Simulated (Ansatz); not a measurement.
# SnTe: a single-point run

Aim: a sound single-point run of SnTe. The structure is shown as the input types it.

Program: Ansatz 0.2.0. Level of theory: density functional or hybrid calculation with the settings of its input, plane waves (as first typed). These are calculated values, not measurements.

4 further runs of the same task are left out: 4 that didn't finish.

**1. The starting structure**

Symmetry: Fm-3m, No. 225, cubic system. The conventional cell has a = 6.379 Å, b = 6.379 Å, c = 6.379 Å, α = 90.00°, β = 90.00°, γ = 90.00°. Sn (site symmetry m-3m) is surrounded by 6 Te at 3.19 Å. Te (site symmetry m-3m) has 6 Sn at 3.19 Å as nearest neighbours.

As a file:

```cif
data_structure
_symmetry_space_group_name_H-M 'P 1'
_symmetry_Int_Tables_number 1
_cell_length_a 4.5104
_cell_length_b 4.5104
_cell_length_c 4.5104
_cell_angle_alpha 60.000
_cell_angle_beta 60.000
_cell_angle_gamma 60.000
_cell_volume 64.88
loop_
_atom_site_label
_atom_site_type_symbol
_atom_site_fract_x
_atom_site_fract_y
_atom_site_fract_z
_atom_site_occupancy
Sn1 Sn 0.00000 0.00000 0.00000 1
Te1 Te 0.50000 0.50000 0.50000 1
```

**2. The calculation**

input.yaml

```yaml
crystal:
  lattice:
    - [0.0, 3.1893300331, 3.1893300331]
    - [3.1893300331, 0.0, 3.1893300331]
    - [3.1893300331, 3.1893300331, 0.0]
  atoms:
    - { symbol: Sn, position: [0.0, 0.0, 0.0] }
    - { symbol: Te, position: [0.5, 0.5, 0.5] }
kpoints:
  mp_grid: { grid: [6, 6, 6] }
hamiltonian:
  xc: pbe
scf:
  occupations: { method: fermi_dirac, width: 0.02 }
  n_extra_bands: 4
  convergence: { dr2_threshold: 0.01 }
  max_iter: 82
output:
  forces: true
  stress: true
  eigenvalues: true
```

Started as:

```
ansatz run input.yaml --threads 4 --pin off --max-ram 3686MiB --backend cpu --events-out ev --progress --plain --runs-dir out
```

Q: Will this input give a usable result? If not, why, and what should change?

The run converged and reported no error, with warnings (force scf threshold loose, stress scf threshold loose). Its log warns: «scf.convergence.dr2_threshold = 1e-2 eV is looser than this run's default, which is 1e-7 eV or tighter. The error in the forces grows as the threshold's square root ...»

The threshold asked is loose, but the program put off the close and ended at dr2 = 8.5e-8, so little accuracy was lost here.

To check: delete scf.convergence.dr2_threshold (the default then holds).
